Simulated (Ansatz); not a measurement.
# C3H5AlFNO: molecular dynamics

Method: RKS BLYP-D4/STO-3G, in Ansatz 0.2.0.

**1. Starting point**

Bond lengths: N1–C2 1.232 Å, C2–C3 1.524 Å, C3–C4 1.598 Å, C4–O5 1.443 Å, C2–Al6 1.983 Å, C4–Al6 1.927 Å, Al6–F7 1.823 Å, N1–H8 1.082 Å, C3–H9 1.052 Å, C3–H10 1.106 Å, C4–H11 1.029 Å, O5–H12 0.960 Å. Angles (14 of 20 angles, heavy atoms first): N1–C2–C3 136.9°, N1–C2–Al6 133.5°, C3–C2–Al6 89.6°, C2–C3–C4 103.3°, C3–C4–O5 106.9°, C3–C4–Al6 89.5°, O5–C4–Al6 110.4°, C2–Al6–C4 77.6°, C2–Al6–F7 142.6°, C4–Al6–F7 139.8°, C2–N1–H8 118.3°, C2–C3–H9 109.3°, C2–C3–H10 108.2°, C4–C3–H9 114.9°.

Structure file:

```xyz
12

N    -1.4199    1.3366    1.5916
C    -0.6430    0.6789    0.8977
C    -0.3906    0.4631   -0.5892
C     0.8650   -0.5255   -0.6104
O     0.4005   -1.7809   -1.1489
Al    0.8387   -0.5707    1.3159
F     1.7228   -1.3584    2.7026
H    -2.1200    1.9950    1.0954
H    -1.2621    0.0830   -1.0386
H    -0.0544    1.4225   -1.0254
H     1.7079   -0.1378   -1.0558
H     0.4321   -1.6609   -2.1010
```

**2. Preparing the start**

input.yaml

```yaml
crystal:
  periodic: [false, false, false]
  atoms:
    - { symbol: "N", position_ang: [-1.4199, 1.3366, 1.5916] }
    - { symbol: C, position_ang: [-0.643, 0.6789, 0.8977] }
    - { symbol: C, position_ang: [-0.3906, 0.4631, -0.5892] }
    - { symbol: C, position_ang: [0.865, -0.5255, -0.6104] }
    - { symbol: O, position_ang: [0.4005, -1.7809, -1.1489] }
    - { symbol: Al, position_ang: [0.8387, -0.5707, 1.3159] }
    - { symbol: F, position_ang: [1.7228, -1.3584, 2.7026] }
    - { symbol: H, position_ang: [-2.12, 1.995, 1.0954] }
    - { symbol: H, position_ang: [-1.2621, 0.083, -1.0386] }
    - { symbol: H, position_ang: [-0.0544, 1.4225, -1.0254] }
    - { symbol: H, position_ang: [1.7079, -0.1378, -1.0558] }
    - { symbol: H, position_ang: [0.4321, -1.6609, -2.101] }
basis:
  gaussian: { orbitals: STO-3G }
hamiltonian:
  xc: blyp
  dispersion: d4
relax:
  f_tol: 0.02
  max_steps: 40
scf:
  lower_state_search: "off"
output:
  orbitals: {}
```

Started as:

```bash
$ ansatz run input.yaml --threads 1 --pin off --max-ram 2048MiB --backend cpu --events-out ev --progress --plain --runs-dir out
```

**Question.** How long does this run take on 1 thread of Intel Xeon Platinum 8488C (Sapphire Rapids), shared host, and how much memory does it need?

About 38 s, with a peak of 0.19 GiB.
